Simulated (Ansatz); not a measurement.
Consider a ranking of structure types by relaxed energy of Ti on several prototypes (the Ansatz DFT code, driven from Python).

The script, `ti_prototypes.py`:
```python
import warnings

import ansatz as az
import numpy as np
import spglib
from tabulate import tabulate

params = {
    "k_spacing": 0.16,
    "filling": "cold",
    "sigma": 0.05,
}


def hcp(first, a):
    return (
        az.Lattice.from_parameters(a, a, 1.633 * a, alpha=90, beta=90, gamma=120)
        .space_group(194)
        .atom(first, (1 / 3, 2 / 3, 0.25))
    )


def sc(first, a):
    return (
        az.Lattice.cubic(a)
        .space_group(221)
        .atom(first, (0, 0, 0))
    )


def bcc(first, a):
    return (
        az.Lattice.bcc(a)
        .space_group(229)
        .atom(first, (0, 0, 0))
        .primitive()
    )


def fcc(first, a):
    return (
        az.Lattice.fcc(a)
        .space_group(225)
        .atom(first, (0, 0, 0))
        .primitive()
    )


def run_phase(name, crystal, relax=True):
    calc = (
        crystal.calculation()
        .basis(38 * az.Ry)
        .functional(az.Functional.PBESOL)
        .kpoints(spacing=params["k_spacing"])
        .occupations(params["filling"], width=params["sigma"])
        .stress()
        .band_table()
    )
    if relax:
        calc = calc.relax(force_tolerance=0.01, cell=True)
    return calc.run(threads=1, backend="cpu")

def bulk_modulus(name, outcome, step=0.02):
    # B = -V dP/dV from the pressures of two uniformly scaled cells, atoms held at their fractions
    pressure = []
    for factor in (1 - step, 1.0, 1 + step):
        cell = az.Crystal(lattice=az.Lattice.of(outcome.lattice.cell_ang * factor ** (1 / 3)))
        for site in outcome.report["lattice"]["sites"]:
            cell = cell.atom(site["symbol"], site["position_frac"])
        pressure.append(np.trace(run_phase(name, cell, relax=False).report["stress_gpa"]) / 3)
    slope, bend = (pressure[0] - pressure[2]) / (2 * step), abs(pressure[0] + pressure[2] - 2 * pressure[1])
    # a jump of mesh or basis between the cells shows as a kink: no modulus then
    return float(slope) if bend < 12 * step**2 * abs(slope) + 0.15 and abs(pressure[1]) < 1.5 else float("nan")

def relaxed_twice(name, crystal):
    # the second pass draws mesh and plane waves anew for the relaxed cell
    first = run_phase(name, crystal)
    again = az.Crystal(lattice=az.Lattice.of(first.lattice.cell_ang))
    for site in first.report["lattice"]["sites"]:
        again = again.atom(site["symbol"], site["position_frac"])
    return run_phase(name, again)


def pressure_gpa(outcome):
    return float(np.trace(outcome.report["stress_gpa"]) / 3)


def volume_per_atom(outcome):
    return abs(np.linalg.det(outcome.lattice.cell_ang)) / len(outcome.lattice.sites)


def space_group(outcome):
    sites = outcome.report["lattice"]["sites"]
    kinds = sorted({site["symbol"] for site in sites})
    cell = (outcome.lattice.cell_ang, [site["position_frac"] for site in sites], [kinds.index(site["symbol"]) for site in sites])
    return spglib.get_spacegroup(cell, symprec=0.01)

warnings.simplefilter("ignore", az.DeckWarning)

phases = {}
phases["hcp"] = hcp("Ti", 2.92)
phases["sc"] = sc("Ti", 2.69)
phases["bcc"] = bcc("Ti", 3.28)
phases["fcc"] = fcc("Ti", 4.13)

done = {}
for name, crystal in phases.items():
    try:
        done[name] = relaxed_twice(name, crystal)
    except az.NonConvergedError as error:
        print(name, "did not converge:", str(error)[:120])

energy = {name: o.report["energy_sigma0_ev"] / len(o.lattice.sites) for name, o in done.items()}
lowest = min(energy.values())
rows = [(name, len(o.lattice.sites), 1000 * (energy[name] - lowest), pressure_gpa(o), volume_per_atom(o), space_group(o), bulk_modulus(name, o)) for name, o in done.items()]
rows.sort(key=lambda row: row[2])
print(tabulate(rows, headers=["phase", "atoms", "dE (meV/atom)", "P (GPa)", "V (A^3/atom)", "space group", "B (GPa)"], floatfmt=".4f", tablefmt="github"))
print("lowest in energy:", rows[0][0])
```

Which of these structures comes out lowest, and how far apart are they?

By space group at the end of each run: P6_3/mmc (+0 meV an atom, 16.7 Å³), Fm-3m (+57 meV an atom, 16.7 Å³), Im-3m (+104 meV an atom, 16.5 Å³) and Pm-3m (+842 meV an atom, 17.5 Å³).

The run itself:

```console
$ python ti_prototypes.py
| phase   |   atoms |   dE (meV/atom) |   P (GPa) |   V (A^3/atom) | space group    |   B (GPa) |
|---------|---------|-----------------|-----------|----------------|----------------|-----------|
| hcp     |       2 |          0.0000 |   -0.0099 |        16.7214 | P6_3/mmc (194) |  120.0223 |
| fcc     |       1 |         56.5256 |    0.0223 |        16.6648 | Fm-3m (225)    |  113.4980 |
| bcc     |       1 |        104.9118 |   -0.0381 |        16.5449 | Im-3m (229)    |  112.7955 |
| sc      |       1 |        842.3241 |    0.0001 |        17.5247 | Pm-3m (221)    |   80.0038 |
lowest in energy: hcp
```

Pressure is positive in compression. The cells are built on prototypes, so most aren't the phase found in nature. Rows bear the name of their start, and a relaxation keeps or raises the symmetry. Differences under 10 to 15 meV an atom lie within the error of mesh and functional. Finished in 3.7 min on 1 thread of Arm Neoverse N1, on a shared host, peak memory 0.49 GiB.
